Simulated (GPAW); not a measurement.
# Ga3Se: single point with PBEsol

The system is Ga3Se.

```xyz
4
Lattice="4.4325 0.0000 0.0000 0.0000 4.4325 0.0000 0.0000 0.0000 4.4325" Properties=species:S:1:pos:R:3 pbc="T T T"
Se    0.0000    0.0000    0.0000
Ga    2.2162    2.2162    0.0000
Ga    2.2162    0.0000    2.2162
Ga    0.0000    2.2162    2.2162
```

The cell comes from a database or a generator and needn't be the stable form of this composition.

| Quantity | Value |
| --- | --- |
| Program | GPAW 26.7.0 |
| Task | single point |
| Functional | PBEsol |
| Potentials or basis | PAW data sets generated in the run's folder for this functional |
| Cutoff | 600 eV |
| Basis | pw |
| k mesh | 6 × 6 × 6 |
| Occupations | gaussian, width 0.05 eV |
| Spin | no spin polarisation |
| Maxiter | 150 |

```json
{
 "Pressure": "-3.9 GPa",
 "Band gap on the k mesh": "none (metal or under the smearing width)"
}
```

Levels at points of the mesh, in eV from the Fermi level:
```
           k point  band 4  band 5  band 6  band 7  band 8  band 9  band 10  band 11  band 12  band 13
(0.00, 0.00, 0.00)   -3.71   -3.71   -2.83   -2.83    1.63    1.63     1.63     4.42     4.42     4.42
(0.50, 0.00, 0.00)   -2.79   -2.79   -2.13   -1.04   -0.26   -0.26     1.16     4.00     4.19     4.19
(0.50, 0.50, 0.00)   -6.38   -2.16   -0.79   -0.68   -0.68    1.38     1.66     1.66     1.86     5.30
(0.50, 0.50, 0.50)   -5.08   -4.86   -4.86   -4.86   -3.49    3.99     3.99     3.99     8.56     8.56
```

Wall time 18 s on 1 thread of Arm Neoverse V2, on a shared host, peak memory 0.18 GiB.
